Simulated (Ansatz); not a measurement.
# CH₈Si₂Te: small, medium and large basis sets

The task here is to estimate one member of a computed series from the others.

Program: Ansatz 0.2.0, Gaussian basis. Level of theory: one geometry, several basis sets. These are calculated values, not measurements.

Plan: PBE0-D4/def2-SVP; ωB97M-V/def2-SVP; PBE0-D4/def2-QZVPP; ωB97M-V/def2-QZVPP; the functionals' def2-TZVPP values are taken from earlier runs.

### Structure used throughout

The geometry comes from an earlier relaxation with PBE0-D4 in a triple-zeta def2 set; it is a stationary point, not always the lowest conformer. Te takes the def2 core potential; no spin-orbit term is included.

SMILES `[SiH3]C[Te][SiH3]`, 12 atoms, charge 0, spin multiplicity 1.

Atoms are counted from 1 here; the program's logs count them from 0.

Bond lengths: Si1–C2 1.869 Å, Si1–H5 1.487 Å, Si1–H6 1.491 Å, Si1–H7 1.485 Å, C2–Te3 2.162 Å, C2–H8 1.092 Å, C2–H9 1.090 Å, Te3–Si4 2.491 Å, Si4–H10 1.484 Å, Si4–H11 1.486 Å, Si4–H12 1.485 Å. Angles: C2–Si1–H5 109.5°, C2–Si1–H6 110.8°, C2–Si1–H7 109.8°, H5–Si1–H6 108.3°, H5–Si1–H7 109.2°, H6–Si1–H7 109.2°, Si1–C2–Te3 111.9°, Si1–C2–H8 111.3°, Si1–C2–H9 113.1°, Te3–C2–H8 104.5°, Te3–C2–H9 107.7°, H8–C2–H9 108.0°, C2–Te3–Si4 96.1°, Te3–Si4–H10 114.0°, Te3–Si4–H11 108.8°, Te3–Si4–H12 105.7°, H10–Si4–H11 109.1°, H10–Si4–H12 109.0° and more.

Set-up of the first run:

Contents of in.yaml:

```yaml
crystal:
  periodic: [false, false, false]
  atoms:
    - {symbol: Si, position_ang: [-0.405571, 1.676546, 0.413814]}
    - {symbol: C, position_ang: [-0.359938, 0.110856, 1.433716]}
    - {symbol: Te, position_ang: [1.350455, -1.118229, 0.945989]}
    - {symbol: Si, position_ang: [0.662393, -1.613805, -1.396498]}
    - {symbol: H, position_ang: [-0.482808, 1.327617, -1.029417]}
    - {symbol: H, position_ang: [-1.599173, 2.499356, 0.761332]}
    - {symbol: H, position_ang: [0.823160, 2.472829, 0.658864]}
    - {symbol: H, position_ang: [-0.241462, 0.333523, 2.496118]}
    - {symbol: H, position_ang: [-1.253505, -0.502330, 1.314996]}
    - {symbol: H, position_ang: [1.017095, -0.548170, -2.366968]}
    - {symbol: H, position_ang: [-0.807740, -1.830274, -1.429131]}
    - {symbol: H, position_ang: [1.373895, -2.863020, -1.768715]}
basis:
  gaussian: {orbitals: def2-SVP}
hamiltonian: {xc: pbe0, dispersion: d4}
output: {orbitals: {seedname: orbitals}}
```

Among the steps run: PBE0-D4 in def2-SVP; ωB97M-V in def2-SVP; PBE0-D4 in def2-QZVPP; ωB97M-V in def2-QZVPP.

One of the session's tables, all rows but one given; the rest of the session is left out.

It belongs to the step «Functionals by basis». 

```
functional       basis  HOMO (eV)
   PBE0-D4    def2-SVP          ?
   PBE0-D4  def2-TZVPP      -6.21
   PBE0-D4  def2-QZVPP      -6.22
   ωB97M-V    def2-SVP      -8.18
   ωB97M-V  def2-TZVPP      -8.28
   ωB97M-V  def2-QZVPP      -8.29
```

**Question.** Estimate the row for PBE0-D4, def2-SVP.

As computed: HOMO (eV): -6.14. In the column «HOMO (eV)» it is the highest.
